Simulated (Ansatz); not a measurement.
# GaH₃ (triplet): the correlation ladder, aug-cc-pVDZ

An exercise on one series of results from a longer session: the logs are not shown, and one member is left open.

Program: Ansatz 0.2.0, Gaussian basis. Level of theory: aug-cc-pVDZ, core rule «outside noble gas», up to 14 orbitals frozen. These are calculated values, not measurements.

The runs, in order: UHF; CCSD(T) on ROHF; CCSD(T) on UHF; BCCD(T) on ROHF; CISD; CCSDT(Q) on ROHF; CCSDT(Q) on UHF; CASSCF and MRCISD+Q, 6 electrons in 7 orbitals; CASSCF and NEVPT2, 6 electrons in 7 orbitals.

11 further runs of the same task are left out: 7 that didn't finish, 4 set aside as unsound or not needed.

## The geometry

The geometry is a PBE0/def2-TZVP stationary point (not a proven minimum) of the parent state, kept for this charge and spin. No spin-orbit coupling is included. The filled d shell of Ga may be among the frozen orbitals whatever the setting's name suggests; the logs give the count.

4 atoms, charge 0, spin multiplicity 3.

Atoms are counted from 1 here; the program's logs count them from 0.

Bond lengths: Ga1–H3 1.532 Å, Ga1–H4 1.532 Å. Angles: H3–Ga1–H4 170.9°.

Set-up of the first run:

in.yaml

```yaml
crystal:
  periodic: [false, false, false]
  atoms:
    - {symbol: Ga, position_ang: [0.000000, 0.025333, 0.000000]}
    - {symbol: H, position_ang: [0.000000, -2.047258, 0.000000]}
    - {symbol: H, position_ang: [0.000000, 0.147438, -1.527170]}
    - {symbol: H, position_ang: [0.000000, 0.147438, 1.527170]}
basis:
  gaussian: {orbitals: aug-cc-pVDZ}
magnetization: {spin_polarized: true, initial_magnetization: 2}
hamiltonian: {xc: hf}
output: {orbitals: {seedname: orbitals}}
```

The run is started by

```console
$ ansatz run in.yaml --threads 1 --pin off --events-out ev --progress --plain --max-ram 2393MiB
```

Steps of the session up to this table: UHF; CCSD(T) on ROHF; CCSD(T) on UHF; BCCD(T) on ROHF; CISD; CCSDT(Q) on ROHF; CCSDT(Q) on UHF; CASSCF and MRCISD+Q, 6 electrons in 7 orbitals; CASSCF and NEVPT2, 6 electrons in 7 orbitals.

One of the session's tables, all rows but one given; the rest of the session is left out.

```
          method  from UCCSDT(Q) (kcal/mol)
            ROHF                     +57.53
             UHF                     +55.72
            RMP2                     +15.32
            UMP2                     +15.23
           RCCSD                      +1.79
           UCCSD                      +1.65
        RCCSD(T)                      +0.58
        UCCSD(T)                      +0.47
         BCCD(T)                      +0.58
          RCCSDT                      +0.15
          UCCSDT                      +0.03
       RCCSDT(Q)                      +0.11
       UCCSDT(Q)                          0
  CASSCF valence                     +33.63
  NEVPT2 valence                          ?
  MRCISD valence                      +1.23
MRCISD+Q valence                      -0.02
```

**Question.** Estimate the row for NEVPT2 valence.

The run gave: from UCCSDT(Q) (kcal/mol): +9.97. In the column «from UCCSDT(Q) (kcal/mol)» it lies between RCCSD (+1.79) and UMP2 (+15.23).

Among the levels timed on like hardware and quicker than the yardstick, those that no quicker one beats, quickest first: UCCSD(T) (2.7 s, +0.47 kcal/mol); MRCISD+Q valence (3.8 s, -0.02 kcal/mol).

Not comparable, so not listed: CISD (they don't share determinant, frozen orbitals or solution with the rows shown, or repeat one).

Limits of these values: Of the multireference levels listed MRCISD+Q valence comes nearest in total energy (-0.02 kcal/mol), which doesn't show that its space is the better one. Restricted and unrestricted rows rest on different reference determinants; where their highest levels disagree by more than a few hundredths of an eV, they describe different states and don't form one ladder.
